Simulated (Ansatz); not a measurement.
# GeO (singlet): from Hartree-Fock to the top rungs, aug-cc-pVDZ

The task here is to estimate one member of a computed series from the others.

The runs use Ansatz 0.2.0, Gaussian basis; aug-cc-pVDZ, core rule «outside noble gas», up to 15 orbitals frozen.

The runs, in order: UHF; CCSD(T) on RHF; BCCD(T) on RHF; CISD; CCSDT(Q) on RHF; CASSCF and MRCISD+Q, 10 electrons in 8 orbitals; CASSCF and NEVPT2, 10 electrons in 8 orbitals.

13 further runs of the same task are left out: 1 for a mislabelled method, 5 that didn't finish, 7 set aside as unsound or not needed.

### The geometry

The geometry is a PBE0/def2-TZVPD stationary point (not a proven minimum) of the parent state, kept for this charge and spin. No spin-orbit coupling is included. The filled d shell of Ge may be among the frozen orbitals whatever the setting's name suggests; the logs give the count.

2 atoms, charge 0, spin multiplicity 1.

Atoms are counted from 1 here; the program's logs count them from 0.

Bond lengths: Ge1–O2 1.686 Å.

Geometry (Å):

```xyz
2
GeO
Ge    0.00000    0.00000    0.00000
O     0.00000    0.00000    1.68580
```

Set-up of the first run:

File in.yaml:

```yaml
crystal:
  periodic: [false, false, false]
  atoms:
    - {symbol: Ge, position_ang: [0.000000, 0.000000, 0.000000]}
    - {symbol: O, position_ang: [0.000000, 0.000000, 1.685800]}
basis:
  gaussian: {orbitals: aug-cc-pVDZ}
magnetization: {spin_polarized: true, initial_magnetization: 0}
hamiltonian: {xc: hf}
output: {orbitals: {seedname: orbitals}}
```

Run with:

```sh
$ ansatz run in.yaml --threads 1 --pin off --events-out ev --progress --plain --max-ram 2393MiB
```

Steps of the session up to this table: UHF; CCSD(T) on RHF; BCCD(T) on RHF; CISD; CCSDT(Q) on RHF; CASSCF and MRCISD+Q, 10 electrons in 8 orbitals; CASSCF and NEVPT2, 10 electrons in 8 orbitals.

One of the session's tables, all rows but one given; the rest of the session is left out.

| method | from RCCSDT(Q) (meV) |
| --- | --- |
| RHF | +8692.9 |
| RMP2 | ? |
| RCCSD | +539.8 |
| RCCSD(T) | +81.3 |
| BCCD(T) | +69.8 |
| RCCSDT | +67.7 |
| RCCSDT(Q) | 0 |
| CASSCF valence | +4925.4 |
| NEVPT2 valence | +1161.8 |
| MRCISD valence | +391.5 |
| MRCISD+Q valence | +97.2 |

Q: Estimate the row for RMP2 from the others.

The run gave: from RCCSDT(Q) (meV): +383.6. In the column «from RCCSDT(Q) (meV)» it lies between MRCISD+Q valence (+97.2) and MRCISD valence (+391.5).

Not comparable, so not listed: CISD (they don't share determinant, frozen orbitals or solution with the rows shown, or repeat one).
